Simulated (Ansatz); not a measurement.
# Ge6Mo2W: the cost of one run

Computed with Ansatz 0.2.0 (DFT PBE, scalar-relativistic, plane waves, PAW, unless a step names another level, unless a step's input says otherwise).

1 further run of the same task is left out (set aside as unsound or not needed). Runs told in other sessions of the task aren't counted.

**1. The structure to begin with**

It takes space group I4/mmm (No. 139, tetragonal). Conventional cell: a = 3.339 Å, b = 3.339 Å, c = 24.860 Å, α = 90.00°, β = 90.00°, γ = 90.00°. Around Ge (site symmetry 4mm) lie 5 Ge at 2.68 to 2.77 Å and 4 Mo at 2.71 Å and 1 W at 2.81 Å. Ge (site symmetry 4mm) has 5 Ge at 2.68 to 2.78 Å and 5 Mo at 2.72 to 2.80 Å in its first shell of neighbours. Ge (site symmetry 4mm) has 5 Ge at 2.70 to 2.77 Å and 4 W at 2.72 Å and 1 Mo at 2.79 Å in its first shell of neighbours. Mo (site symmetry 4mm) is surrounded by 10 Ge at 2.71 to 2.80 Å. Around W (site symmetry 4/mmm) lie 10 Ge at 2.72 to 2.81 Å.

Coordinates:

```cif
data_structure
_symmetry_space_group_name_H-M 'I4/mmm'
_symmetry_Int_Tables_number 139
_cell_length_a 3.3391
_cell_length_b 3.3391
_cell_length_c 24.8601
_cell_angle_alpha 90.000
_cell_angle_beta 90.000
_cell_angle_gamma 90.000
_cell_volume 277.17
loop_
_atom_site_label
_atom_site_type_symbol
_atom_site_symmetry_multiplicity
_atom_site_Wyckoff_symbol
_atom_site_fract_x
_atom_site_fract_y
_atom_site_fract_z
_atom_site_occupancy
Ge1 Ge 4 e 0.00000 0.00000 0.11290 1
Ge2 Ge 4 e 0.50000 0.50000 0.27938 1
Ge3 Ge 4 e 0.00000 0.00000 0.44571 1
Mo1 Mo 4 e 0.50000 0.50000 0.16656 1
W1 W 2 a 0.00000 0.00000 0.00000 1
```

It is the end of an earlier relaxation with the same method, from a generated guess; it is a trial structure. At a tolerance of 0.05 Å it has space group I4/mmm (No. 139); it has 15.40 Å³/atom, an uncorrected energy of -0.07 eV/atom over the elements.

**2. Static run: bands, density of states and charges**

input.yaml reads:

```yaml
crystal:
  lattice:
    - [-1.669535, 1.669535, 12.4300451]
    - [1.669535, -1.669535, 12.4300451]
    - [1.669535, 1.669535, -12.4300451]
  atoms:
    - { symbol: Ge, position: [0.112901, 0.112901, 0.0] }
    - { symbol: Ge, position: [0.779384, 0.779384, 0.0] }
    - { symbol: Ge, position: [0.445715, 0.445715, 0.0] }
    - { symbol: Ge, position: [0.220616, 0.220616, 0.0] }
    - { symbol: Ge, position: [0.887099, 0.887099, 0.0] }
    - { symbol: Ge, position: [0.554285, 0.554285, 0.0] }
    - { symbol: Mo, position: [0.666561, 0.666561, 0.0] }
    - { symbol: Mo, position: [0.333439, 0.333439, 0.0] }
    - { symbol: W, position: [0.0, 0.0, 0.0] }
basis:
  ecutwfc: 420
kpoints:
  mp_grid: { grid: [16, 16, 16] }
  band_path:
    path:
      - [[0.0, 0.0, 0.0], [0.0, 0.0, 0.5], [0.25, 0.25, 0.25], [0.0, 0.5, 0.0], [0.0, 0.0, 0.0], [0.5, 0.5, -0.5], [0.25451009, 0.74548991, -0.25451009]]
      - [[-0.25451009, 0.25451009, 0.25451009], [0.0, 0.0, 0.0]]
      - [[0.0, 0.0, 0.5], [-0.00902019, 0.00902019, 0.5]]
      - [[0.5, 0.5, -0.00902019], [0.5, 0.5, -0.5]]
    npoints: 14
hamiltonian:
  xc: pbe
scf:
  occupations: { method: gaussian, width: 0.1 }
  n_extra_bands: 22
output:
  forces: true
  stress: true
  eigenvalues: true
  populations: true
  dos: { projected: true, de: 0.02, nscf_kmesh: { grid: [20, 20, 20] } }
  bader: true
  write_density: true
  write_potential: true
  elf: true
  volumetric_format: npy
```

Run with:

```sh
> ansatz run input.yaml --threads 4 --pin off --max-ram 8192MiB --backend cpu --events-out ev --progress --plain --runs-dir out
```

Q: Estimate wall time and peak memory on 4 threads of Intel Xeon Platinum 8259CL at 2.50GHz (Skylake/Cascade Lake), shared host.

About 3.2 min, with a peak of 4.4 GiB.
